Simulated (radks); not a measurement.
**Ionisation energy and size from Hf²⁺ to Au²⁺**

The task here is to estimate one member of a computed series from the others.

Method: Dirac Kohn-Sham, PBEsol, spin-unpolarised, spherical densities, point nucleus; open shells fill j = l - 1/2 first. Code: radks (a radial shooting solver on a logarithmic mesh, Libxc functionals) version 1.

## Starting point

- species: Hf²⁺, Ta²⁺, W²⁺, Re²⁺, Os²⁺, Ir²⁺, Pt²⁺, Au²⁺
- runs: 16, each species and its next ion

Set-up of the first run:

Settings of this run:

```text
Z 72
configuration [Xe] 4f14 5d2
relativity Dirac
functional pbe_sol,pbe_sol
spin unpolarised
j_filling energy
nucleus point
c 137.035999084
```

Steps of the session up to this table: Hf²⁺, [Xe] 4f14 5d2; Hf³⁺, [Xe] 4f14 5d1; Ta²⁺, [Xe] 4f14 5d3; Ta³⁺, [Xe] 4f14 5d2; W²⁺, [Xe] 4f14 5d4; W³⁺, [Xe] 4f14 5d3; Re²⁺, [Xe] 4f14 5d5; Re³⁺, [Xe] 4f14 5d4; Os²⁺, [Xe] 4f14 5d6; Os³⁺, [Xe] 4f14 5d5; Ir²⁺, [Xe] 4f14 5d7; Ir³⁺, [Xe] 4f14 5d6; Pt²⁺, [Xe] 4f14 5d8; Pt³⁺, [Xe] 4f14 5d7; Au²⁺, [Xe] 4f14 5d9; Au³⁺, [Xe] 4f14 5d8.

One of the session's tables, all rows but one given; the rest of the session is left out.

```
species  Δ-SCF (eV)  −ε(HOMO) (eV)  its <r> (bohr)
   Hf²⁺      22.040         16.892            2.08
   Ta²⁺      23.873         18.519            1.96
    W²⁺      25.667         20.102            1.85
   Re²⁺           ?              ?               ?
   Os²⁺      28.153         22.291            1.73
   Ir²⁺      29.827         23.756            1.65
   Pt²⁺      31.477         25.200            1.58
   Au²⁺      33.110         26.630            1.52
```

Estimate the missing values for Re²⁺.

As computed: Δ-SCF (eV): 26.451; −ε(HOMO) (eV): 20.800; its <r> (bohr): 1.81. In the column «Δ-SCF (eV)» it lies between W²⁺ (25.667) and Os²⁺ (28.153).

Spin polarisation and multiplet splitting are left out, so open shells lie too high by an amount that depends on their filling.
